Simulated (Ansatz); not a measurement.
Run this with Ansatz 0.2.0, Python API and show what comes out.

Script `methods.py`:
```python
'''One geometry of CH3FGaO, method by method.'''

from pathlib import Path

import ansatz
from ase import Atoms
import numpy as np


def main() -> None:
    atoms = Atoms(['C', 'O', 'Ga', 'F', 'H', 'H', 'H'], positions=[
        [0.69286, -0.14495, -0.56938],
        [0.33168, -0.65479, 0.67827],
        [-1.19157, -0.24289, 1.6997],
        [-2.22624, 1.05167, 0.90362],
        [0.61752, -0.93007, -1.3276],
        [0.05485, 0.69239, -0.87818],
        [1.72091, 0.22864, -0.50642],
    ])
    geometry = ansatz.Crystal.molecule_from_ase(atoms)

    calc = geometry.calculation()
    calc = calc.basis(gaussian='def2-SVP').spin('collinear', total=1)

    print('functional    E (Ha)        dipole (D)   HOMO (eV)  LUMO (eV)')
    for name in ['lda', 'r2scan0', 'revpbe', 'blyp', 'pbe0']:
        report = calc.functional(name).forces().orbitals().run(threads=1, runs_dir='runs').report
        lines = Path(report['orbitals_path']).read_text().splitlines()
        field_of = lambda key: [line.split('=')[1].strip() for line in lines if line.startswith(key)]
        orbitals = [(27.211386 * float(e), s, float(n)) for e, s, n in zip(field_of('Ene='), field_of('Spin='), field_of('Occup='))]
        homo = max(e for e, _, n in orbitals if n > 0.5)
        lumo = min(e for e, _, n in orbitals if n < 0.5)
        dipole = 4.803205 * np.linalg.norm(report['charge_distribution']['dipole_moment_e_ang'])
        print(f'{name:10s} {report["free_energy_ev"] / 27.211386246:14.6f} {dipole:9.3f} {homo:11.3f} {lumo:10.3f}')


if __name__ == '__main__':
    main()
```

```console
$ python methods.py
functional    E (Ha)        dipole (D)   HOMO (eV)  LUMO (eV)
lda          -2134.849444     1.119      -6.203     -5.342
r2scan0      -2139.260111     1.485      -7.761     -3.932
revpbe       -2139.224855     1.115      -6.074     -4.873
blyp         -2139.463118     1.129      -5.932     -5.042
pbe0         -2138.952639     1.362      -7.426     -4.147
```

Total energies depend on the basis set; only differences at equal settings carry meaning. The geometry is a force-field or estimated start, not a minimum of this method, and the basis set is short of its limit. A lower total doesn't mark the better method: functionals have no common bound, and MP2 and coupled cluster aren't variational. The run takes the species as open-shell (spin multiplicity 2), which needn't be its ground state. Levels such as HOMO and LUMO are orbital energies: with these approximate functionals they aren't the ionisation energy and electron affinity, and their gap isn't the fundamental gap. Run time: 31 s on 1 thread of Arm Neoverse V1, on a shared host, peak memory 0.36 GiB.
